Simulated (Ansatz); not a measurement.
ScF3, 4 atoms in the cell. Symmetry: Pm-3m, No. 221, cubic system. Conventional cell: a = 4.012 Å, b = 4.012 Å, c = 4.012 Å, α = 90.00°, β = 90.00°, γ = 90.00°. Sc (site symmetry m-3m) has 6 F at 2.01 Å as nearest neighbours. F (site symmetry 4/mmm) has 2 Sc at 2.01 Å as nearest neighbours. 

```yaml
Program: Ansatz 0.2.0
Task: relaxation of cell and atoms
Functional: PBEsol
Dispersion: D3(BJ)
Potentials_or_basis: Ansatz PAW
Cutoff: "420 eV (not typed: the program's choice for these potentials)"
k_mesh: 7 × 7 × 7
Occupations: fermi-dirac, width 0.05 eV
Spin: no spin polarisation
```

Potentials or basis: Ansatz PAW.

The run is started by

```bash
$ ansatz run input.yaml --threads 2 --pin off --max-ram 5632MiB --backend cpu --events-out ev --progress --plain --runs-dir out
```

Hardware: 2 threads of Intel(R) Xeon(R) Platinum 8375C CPU @ 2.90GHz (Ice Lake), on a shared host.

**Question.** How long does it take, and how much memory?

**Answer.** Wall time 2.5 s on 2 threads of Intel(R) Xeon(R) Platinum 8375C CPU @ 2.90GHz (Ice Lake), on a shared host, peak memory 0.4 GiB. Counts: scf iterations 22, plane waves 1237, k points 20, bands 20, ion steps 4.
